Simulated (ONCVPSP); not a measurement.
# An ONCV potential for Cl, from input to tests

Aim: build the potential from the settings below, then test how well it stands in for the atom: other configurations, scattering, ghost states and the plane-wave cutoff that it needs.

Program: ONCVPSP 4.0.1.1 (patched build). Reference atom: PBEsol, scalar-relativistic, spherical and spin-unpolarised. All values are calculated.

## Step 1: The atom and the settings

Typed settings, in words:

* element: chlorine (Cl, Z = 17)
* type: optimised norm-conserving Vanderbilt (ONCV)
* frozen core: [He]
* valence charge: 15
* reference configuration: 2s2 2p6 3s1.5 3p5.5
* partial waves: 2s+3s: rc 0.80 bohr, ncon 3, nbas 7, qcut 15.3 1/bohr, 2 projectors; 2p+3p: rc 0.85 bohr, ncon 4, nbas 8, qcut 20 1/bohr, 2 projectors; d scattering state at 0.02 Ha: rc 0.75 bohr, ncon 4, nbas 7, qcut 12 1/bohr, 2 projectors, debl 2.5 Ha
* local potential: polynomial inside 0.60 bohr (lpopt 4, dvloc0 3 Ha)
* core correction: Teter function fitted to the true core (icmod 2), fcfact 0.3

The nodes and maxima of the atom's own shells, from an earlier all-electron run, set the scale for the radii.

All-electron outer shells of the reference configuration (PBEsol, scalar-relativistic, ld1.x):

| shell | level (eV) | outermost node (bohr) | outermost maximum (bohr) |
| --- | --- | --- | --- |
| 1s | -2747.51 | – | 0.06 |
| 2s | -252.88 | 0.12 | 0.36 |
| 2p | -192.10 | – | 0.30 |
| 3s | -20.95 | 0.56 | 1.27 |
| 3p | -8.84 | 0.53 | 1.43 |

## Step 2: The generation run

Contents of Cl.dat:

```
# ATOM AND REFERENCE CONFIGURATION
# atsym  z   nc   nv     iexc    psfile
  Cl 17.00    1    4  -116133      upf
#
#   n    l    f
    1    0    2.00
    2    0    2.00
    2    1    6.00
    3    0    1.50
    3    1    5.50
#
# PSEUDOPOTENTIAL AND OPTIMIZATION
# lmax
    2
#
#   l,   rc,      ep,       ncon, nbas, qcut
    0    0.80    0.00    3    7   15.30
    1    0.85    0.00    4    8   20.00
    2    0.75    0.02    4    7   12.00
#
# LOCAL POTENTIAL
# lloc, lpopt,  rc(5),   dvloc0
    4    4    0.60    3.00
#
# VANDERBILT-KLEINMAN-BYLANDER PROJECTORs
# l, nproj, debl
    0    2    3.90
    1    2    0.70
    2    2    2.50
#
# MODEL CORE CHARGE
# icmod, fcfact, rcfact
    2    0.30    1.05
#
# LOG DERIVATIVE ANALYSIS
# epsh1, epsh2, depsh
  -11.00    5.00    0.04
#
# OUTPUT GRID
# rlmax, drl
    6.00    0.01
#
# TEST CONFIGURATIONS
# ncnf
    4
# nvcnf
#   n    l    f
    4
    2    0    2.00
    2    1    6.00
    3    0    2.00
    3    1    5.00
#
    4
    2    0    2.00
    2    1    6.00
    3    0    2.00
    3    1    4.00
#
    4
    2    0    2.00
    2    1    6.00
    3    0    2.00
    3    1    3.00
#
    4
    2    0    2.00
    2    1    6.00
    3    0    1.00
    3    1    6.00
#
```

Launch:

```
$ oncvpsp.x < Cl.dat > Cl.out
```

Before running it: what results should come out? Wanted: cutoffs for 1 and 0.1 mHa per electron, occupied waves; bound ghosts; GHOST(+) flags; largest test error; largest phase difference near zero energy, channels read; rms error of d²Exc/dn², without and with the model core.

The runs gave:

```
                                                quantity                          value
  cutoffs for 1 and 0.1 mHa per electron, occupied waves              140 Ha and 158 Ha
                                            bound ghosts                     none found
                                          GHOST(+) flags             none at low energy
                            largest test error (AE − PS)  +5.1 meV, for 2s2 2p6 3s2 3p3
largest phase difference near zero energy, channels read                      0.000 rad
 rms error of d²Exc/dn², without and with the model core              2.16 and 2.29 mHa
```

The worst unpolarised test, 2s2 2p6 3s2 3p3, is off by 5.1 meV on 33.2 eV; by total energies transferability rates as good. The potential is very hard: the looser tolerance needs 140 Ha. No bound ghost shows below the valence levels. Near zero energy the phases of the channels with partial waves agree within 0.001 rad. All of this concerns the isolated atom, not yet a solid.
